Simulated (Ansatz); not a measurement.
# VGe (zincblende type): how the settings move a single-point run

How sensitive is a single-point run of VGe (zincblende type) to its settings? A reference run comes first, then one run with altered input.

Program: Ansatz 0.2.0. Level of theory: reference: DFT, PBE, norm-conserving pseudopotentials, Ansatz's default files, scalar-relativistic. These are calculated values, not measurements.

1 further run of the same task is left out (it didn't finish). Runs told in other sessions of the task aren't counted.

## Step 1: The starting structure

The structure is cubic, space group F-43m (No. 216). The conventional cell has a = 5.420 Å, b = 5.420 Å, c = 5.420 Å, α = 90.00°, β = 90.00°, γ = 90.00°. Around V (site symmetry -43m) lie 4 Ge at 2.35 Å. Ge (site symmetry -43m) is surrounded by 4 V at 2.35 Å.

As a file:

```xyz
2
Lattice="0.0000 2.7099 2.7099 2.7099 0.0000 2.7099 2.7099 2.7099 0.0000" Properties=species:S:1:pos:R:3 pbc="T T T"
V     0.0000    0.0000    0.0000
Ge    1.3550    1.3550    1.3550
```

## Step 2: Baseline

Input file input.yaml:

```yaml
crystal:
  lattice:
    - [0.0, 2.7099179022, 2.7099179022]
    - [2.7099179022, 0.0, 2.7099179022]
    - [2.7099179022, 2.7099179022, 0.0]
  atoms:
    - { symbol: V, position: [0.0, 0.0, 0.0] }
    - { symbol: Ge, position: [0.25, 0.25, 0.25] }
kpoints:
  mp_grid: { grid: [13, 13, 13] }
scf:
  occupations: { method: fermi_dirac, width: 0.05 }
hamiltonian:
  xc: pbe
  pseudopotentials: { kind: nc }
output:
  forces: true
  stress: true
  eigenvalues: true
```

Run with:

```
ansatz run input.yaml --threads 1 --pin off --max-ram 2048MiB --backend cpu --events-out ev --progress --plain --runs-dir out
```

## Step 3: Changing settings: preconditioner local_kerker

Changes to input.yaml since step 2:

```diff
@@ -12,2 +12,3 @@
   occupations: { method: fermi_dirac, width: 0.05 }
+  mixing: { preconditioner: local_kerker }
 hamiltonian:
```

Before running it: what results should come out? Wanted: for each run, ending; energy change; pressure; gap; force.

The runs gave:

```csv
run,ending,energy change,pressure (GPa),gap (eV),force (eV/Å),cycles,time
reference,converged,0,9.8,0.00,0.00,9,23 s
1: preconditioner local_kerker,converged,0.0 meV/atom,9.8,0.00,0.00,8,20 s
```

Residual by cycle in the longest SCF loop of each run; runs are numbered as in the table. The quantity is the density residual dr2, in eV.

```csv
cycle,reference,run 1
1,1.49,1.49
2,0.385,0.449
3,0.113,0.0877
4,0.0307,0.0126
5,0.00199,2.0e-4
6,5.2e-5,1.5e-5
7,6.0e-6,3.1e-7
8,2.2e-7,2.1e-9
9,1.2e-8,-
```

What this shows: Same state: the changed mixing leaves the energy within 0.5 meV/atom. Cost: 8 SCF cycles against 9. The reference leaves spin out although V can carry a moment, so its state need not be the lowest.

No run allows spin polarisation, though the cell holds V.
